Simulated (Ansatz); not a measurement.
Set up this calculation in Ansatz 0.2.0, as the native input.

```
Task                                : band structure
Functional                          : PBE
Potentials or basis                 : Ansatz PAW
Cutoff                              : 420 eV (not typed: the program's choice for these potentials)
k mesh                              : 5 × 5 × 5
Occupations                         : fermi-dirac, width 0.05 eV
Spin                                : non-collinear spin, ferromagnetic start, spin-orbit coupling
Path                                : [["G", "X", "Y", "S", "G", "Z", "S1", "N", "P", "Y1", "Z"], ["X", "P"]]
Points for each segment of the path : 10
```

NaLaMnMoO6:

```
CELL_PARAMETERS angstrom
-2.72294 2.72294 3.89889
2.72294 -2.72294 3.89889
2.72294 2.72294 -3.89889
ATOMIC_POSITIONS crystal
Na 0.25000 0.75000 0.50000
La 0.75000 0.25000 0.50000
Mn 0.50000 0.50000 0.00000
Mo 0.00000 0.00000 0.00000
O 0.20766 0.29607 0.50371
O 0.29605 0.79234 0.08841
O 0.79236 0.70395 0.49629
O 0.70393 0.20764 0.91159
O 0.25194 0.25194 0.00000
O 0.74806 0.74806 0.00000
```

The cell was built by a generator and needn't be a form met in nature.

One way to write it, as run:

input.yaml

```yaml
crystal:
  lattice:
    - [-2.72294, 2.72294, 3.89889]
    - [2.72294, -2.72294, 3.89889]
    - [2.72294, 2.72294, -3.89889]
  atoms:
    - { symbol: Na, position: [0.25, 0.75, 0.5] }
    - { symbol: La, position: [0.75, 0.25, 0.5] }
    - { symbol: Mn, position: [0.5, 0.5, 0.0], spin: 4.0, spin_axis: [0.0, 0.0, 4.0] }
    - { symbol: Mo, position: [0.0, 0.0, 0.0], spin: 1.0, spin_axis: [0.0, 0.0, 1.0] }
    - { symbol: O, position: [0.20766, 0.29607, 0.50371] }
    - { symbol: O, position: [0.29605, 0.79234, 0.08841] }
    - { symbol: O, position: [0.79236, 0.70395, 0.49629] }
    - { symbol: O, position: [0.70393, 0.20764, 0.91159] }
    - { symbol: O, position: [0.25194, 0.25194, 0.0] }
    - { symbol: O, position: [0.74806, 0.74806, 0.0] }
hamiltonian:
  xc: pbe
  pseudopotentials: { kind: paw_fr }
magnetization:
  noncollinear: true
  spin_orbit: true
kpoints:
  mp_grid: { grid: [5, 5, 5] }
  band_path:
    path:
      - [[0.0, 0.0, 0.0], [0.0, 0.0, 0.5], [-0.2438732594, 0.2438732594, 0.5], [-0.3719366297, 0.3719366297, 0.3719366297], [0.0, 0.0, 0.0], [0.5, 0.5, -0.5], [0.3719366297, 0.6280633703, -0.3719366297], [0.0, 0.5, 0.0], [0.25, 0.25, 0.25], [0.5, 0.5, -0.2438732594], [0.5, 0.5, -0.5]]
      - [[0.0, 0.0, 0.5], [0.25, 0.25, 0.25]]
    npoints: 10
scf:
  occupations: { method: fermi_dirac, width: 0.05 }
  n_extra_bands: 25
output:
  forces: true
  stress: true
  eigenvalues: true
  fatbands: true
```

Potentials or basis: Ansatz PAW.

Launch:

```sh
$ ansatz run input.yaml --threads 8 --pin off --max-ram 20480MiB --backend cpu --events-out ev --progress --plain --runs-dir out
```

Results of the run:

```json
{
 "Pressure": "0.5 GPa",
 "Largest force": "0.111 eV/Å",
 "Band gap on the k mesh": "none (metal or under the smearing width)",
 "Net moment": "2.08 μB per cell",
 "Absolute moment": "3.52 μB per cell"
}
```

Caveat: the pressure holds a Pulay correction of +0.6 GPa for the finite cutoff; a cell with one magnetic atom can't hold antiferromagnetic order, which such compounds often take; semilocal functionals often make such compounds metallic where correlation or magnetic order opens a gap, which also shifts bond lengths; the starting moments weren't kept; the thresholds are loose for stress.

Run time: 2.4 min on 8 threads of Arm Neoverse V1, with other jobs on the host, peak memory 2.8 GiB.
